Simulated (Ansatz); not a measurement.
## ZnAg, space group Pm-3m: an all-electron equation of state, step by step

Computed with the Python package of Ansatz (0.2.0).

The cells in order, each with its output:

**Cell 1**
```python
import ansatz as az
from ase.eos import EquationOfState
from ase.units import GPa
import numpy as np
```

**Cell 2**
```python
vectors0 = np.array([
    [3.156, 0.0, 0.0],
    [0.0, 3.156, 0.0],
    [0.0, 0.0, 3.156],
])
sites = [
    ("Zn", [0.5, 0.5, 0.5]),
    ("Ag", [0.0, 0.0, 0.0]),
]
```

**Cell 3**
```python
def on_lattice(cell):
    crystal = az.Crystal(lattice=az.Lattice.of(cell))
    for symbol, position in sites:
        crystal = crystal.atom(symbol, position)
    return crystal
```

**Cell 4**
```python
volumes, energies = [], []
for scale in np.linspace(0.92, 1.08, 5):
    cell = vectors0 * scale ** (1 / 3)
    calc = (
        on_lattice(cell).calculation()
        .functional("PBEsol")
        .occupations("cold", width=0.1)
        .kpoints(9, 9, 9)
        .pseudopotentials("all_electron", lapw=True)
    )
    r = calc.run(threads=1, backend="cpu").report
    volumes.append(abs(np.linalg.det(cell)) / len(sites))
    energies.append(r["free_energy_ev"] / len(sites))
    print(f"{scale:.3f} {volumes[-1]:9.4f} A^3/atom {energies[-1]:16.5f} eV/atom  (estimated basis error {1000 * r['lapw_basis_errors']['total_ev_per_atom']:.2f} meV/atom)")
v0, e0, bulk = EquationOfState(volumes, energies, eos="birchmurnaghan").fit()
print(f"V0 = {v0:.4f} A^3/atom, B0 = {bulk / GPa:.1f} GPa")
```
Output:
```text
0.920   14.4600 A^3/atom     -96711.50920 eV/atom  (estimated basis error 0.06 meV/atom)
0.960   15.0887 A^3/atom     -96711.52211 eV/atom  (estimated basis error 0.06 meV/atom)
1.000   15.7174 A^3/atom     -96711.51561 eV/atom  (estimated basis error 0.07 meV/atom)
1.040   16.3461 A^3/atom     -96711.49435 eV/atom  (estimated basis error 0.07 meV/atom)
1.080   16.9748 A^3/atom     -96711.46192 eV/atom  (estimated basis error 0.07 meV/atom)
V0 = 15.1653 A^3/atom, B0 = 114.9 GPa
```

A third-order Birch-Murnaghan fit through the 5 points has its minimum at 15.17 Å³ an atom, 3.5 % below the typed cell, with a bulk modulus of 115 GPa and dB/dP = 5.6. From that minimum the energy rises by 13.1 meV an atom on the compressed side and 60.3 meV on the expanded side.

Notes:
- All-electron totals depend on functional, relativistic treatment and basis; only differences at equal settings carry meaning.
- The mesh is modest for a metal, so energies can be off by several to tens of meV an atom and pressures by half a GPa or more; differences at equal mesh fare better.
- The starting cell is as deposited in a crystallographic database; the results hold for this polymorph, which needn't be the stable one.
- Timing: 68 s on 1 thread of Arm Neoverse V1, with other jobs on the host, peak memory 0.44 GiB.
